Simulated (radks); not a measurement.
**Numerical settings for Nb²⁺**

Aim: see which numerical settings matter for the niobium ion Nb2+. Each run changes a setting or two against a run with the defaults. The defaults are a mesh step of 0.008 in ln r, a mesh end at 40 bohr or more, Anderson mixing 0.5 over 9 steps and a tight residual threshold, with the energy settled to 1e-9 hartree as well; every run has a cap on iterations.

Method: scalar-relativistic Kohn-Sham, PBE, spin-polarised, spherical densities, finite nucleus; open shells are filled with parallel spins first. Code: radks (a radial shooting solver on a logarithmic mesh, Libxc functionals) version 1.

**1. The system**

* element: niobium (Z = 41)
* charge: +2
* electrons: 39
* configuration: [Kr] 4d3
* nuclear rms radius: 4.324 fm

Outer shells as boxes (Hund's rule):

Nb²⁺
```
[Kr] core
4d [↑ ][↑ ][↑ ][  ][  ]
```

**2. Default settings**

The run's settings:

```text
Z 41
configuration [Kr] 4d3
relativity scalar-relativistic
functional pbe,pbe
spin polarised
nucleus finite rms 4.324 fm
c 137.035999084
max_iterations 74
```

Command:

```sh
python run_ks.py task.json out
```

The same process makes all the runs of this session.

**3. Mesh step in ln r 0.012**

Changes since step 2:

```diff
@@ -7,2 +7,3 @@
 c 137.035999084
+mesh_step 0.012
 max_iterations 74
```

**4. Mesh step in ln r 0.005**

Changes since step 3:

```diff
@@ -7,3 +7,3 @@
 c 137.035999084
-mesh_step 0.012
+mesh_step 0.005
 max_iterations 74
```

**5. Mesh step in ln r 0.12**

Changes since step 4:

```diff
@@ -7,3 +7,3 @@
 c 137.035999084
-mesh_step 0.005
+mesh_step 0.12
 max_iterations 74
```

**6. Mesh end (bohr) 1**

Changes since step 5:

```diff
@@ -7,3 +7,3 @@
 c 137.035999084
-mesh_step 0.12
+mesh_end 1
 max_iterations 74
```

**7. Mesh end (bohr) 5**

Changes since step 6:

```diff
@@ -7,3 +7,3 @@
 c 137.035999084
-mesh_end 1
+mesh_end 5
 max_iterations 74
```

**8. Residual threshold 0.1**

Changes since step 7:

```diff
@@ -7,3 +7,3 @@
 c 137.035999084
-mesh_end 5
+threshold 0.1
 max_iterations 74
```

**9. Residual threshold 1e-16**

Changes since step 8:

```diff
@@ -7,3 +7,3 @@
 c 137.035999084
-threshold 0.1
+threshold 1e-16
 max_iterations 74
```

**10. Mixing 2.5**

Changes since step 9:

```diff
@@ -7,3 +7,3 @@
 c 137.035999084
-threshold 1e-16
+mixing 2.5
 max_iterations 74
```

**11. Mixing history 1, mixing 0.05**

Changes since step 10:

```diff
@@ -7,3 +7,4 @@
 c 137.035999084
-mixing 2.5
+history 1
+mixing 0.05
 max_iterations 74
```

**12. Mixing history 1, mixing 0.5**

Changes since step 11:

```diff
@@ -8,3 +8,3 @@
 history 1
-mixing 0.05
+mixing 0.5
 max_iterations 74
```

**13. Mixing history 2**

Changes since step 12:

```diff
@@ -7,4 +7,3 @@
 c 137.035999084
-history 1
-mixing 0.5
+history 2
 max_iterations 74
```

**14. Iteration cap 3**

Changes since step 13:

```diff
@@ -7,3 +7,2 @@
 c 137.035999084
-history 2
-max_iterations 74
+max_iterations 3
```

**Question.** What will these runs give? Wanted: for each run, setting; iterations; converged; change of E.

**Answer**, as computed:

```tsv
setting	mesh points	iterations	converged	change of E (mhartree)	time
Default settings	2198	15	yes	0	0.19 s
mesh step in ln r 0.012	1465	14	yes	0	0.12 s
mesh step in ln r 0.005	3516	19	yes	0	0.33 s
mesh step in ln r 0.12	147	2	no	-	0.01 s
mesh end (bohr) 1	1727	16	no	-	0.15 s
mesh end (bohr) 5	1929	15	yes	+13.22	0.17 s
residual threshold 0.1	2198	9	yes	-0.0003009	0.13 s
residual threshold 1e-16	2198	74	no	-	0.44 s
mixing 2.5	2198	31	yes	0	0.31 s
mixing history 1, mixing 0.05	2198	74	no	-	0.84 s
mixing history 1, mixing 0.5	2198	32	yes	0	0.32 s
mixing history 2	2198	24	yes	0	0.25 s
iteration cap 3	2198	3	no	-	0.05 s
```

In words: A zero stands for a change under the printed digits. Converged yet off by more than 1 mhartree: mesh end (bohr) 5. Convergence of the cycle says nothing about the mesh. Not converged or rejected: mesh step in ln r 0.12; mesh end (bohr) 1; residual threshold 1e-16; mixing history 1, mixing 0.05; iteration cap 3. A mesh that ends early acts as a hard wall.
